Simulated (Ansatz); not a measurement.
# Cs2Ba2H: the cost of one run

Computed with Ansatz 0.2.0 (DFT PBE, scalar-relativistic, plane waves, PAW, unless a step's input says otherwise).

### 1 The structure to begin with

The structure is hexagonal, space group P6/mmm (No. 191). The conventional cell has a = 5.818 Å, b = 5.818 Å, c = 6.112 Å, α = 90.00°, β = 90.00°, γ = 120.00°. Around Cs (site symmetry -6m2) lie 2 Ba at 3.06 Å and 3 Cs at 3.36 Å. Ba (site symmetry -6m2) is surrounded by 2 Cs at 3.06 Å and 3 H at 3.36 Å and 3 Ba at 3.36 Å. H (site symmetry 6/mmm) has 6 Ba at 3.36 Å as nearest neighbours.

Coordinates:

```cif
data_structure
_symmetry_space_group_name_H-M 'P6/mmm'
_symmetry_Int_Tables_number 191
_cell_length_a 5.8185
_cell_length_b 5.8185
_cell_length_c 6.1115
_cell_angle_alpha 90.000
_cell_angle_beta 90.000
_cell_angle_gamma 120.000
_cell_volume 179.18
loop_
_atom_site_label
_atom_site_type_symbol
_atom_site_symmetry_multiplicity
_atom_site_Wyckoff_symbol
_atom_site_fract_x
_atom_site_fract_y
_atom_site_fract_z
_atom_site_occupancy
Cs1 Cs 2 d 0.33333 0.66667 0.50000 1
Ba1 Ba 2 c 0.33333 0.66667 0.00000 1
H1 H 1 a 0.00000 0.00000 0.00000 1
```

The cell is invented: random cell by space group and Wyckoff sites (P6/mmm, No. 191). Its size is a rough estimate.

### 2 Probe: one point on a coarse mesh

input.yaml

```yaml
crystal:
  lattice:
    - [5.81846246, 0.0, 0.0]
    - [-2.90923123, 5.03893631, 0.0]
    - [0.0, 0.0, 6.11153956]
  atoms:
    - { symbol: Cs, position: [0.33333333, 0.66666667, 0.5] }
    - { symbol: Cs, position: [0.66666667, 0.33333333, 0.5] }
    - { symbol: Ba, position: [0.33333333, 0.66666667, 0.0] }
    - { symbol: Ba, position: [0.66666667, 0.33333333, 0.0] }
    - { symbol: H, position: [0.0, 0.0, 0.0] }
basis:
  ecutwfc: 420
kpoints:
  mp_grid: { grid: [3, 3, 4] }
hamiltonian:
  xc: pbe
scf:
  occupations: { method: gaussian, width: 0.1 }
  lower_state_search: "off"
output:
  forces: true
  stress: true
  eigenvalues: true
```

Started as:

```console
$ ansatz run input.yaml --threads 1 --pin off --max-ram 2048MiB --backend cpu --events-out ev --progress --plain --runs-dir out
```

What time and memory should one allow on 1 thread of Arm Neoverse V1, shared host?

About 3.2 s, with a peak of 0.4 GiB.
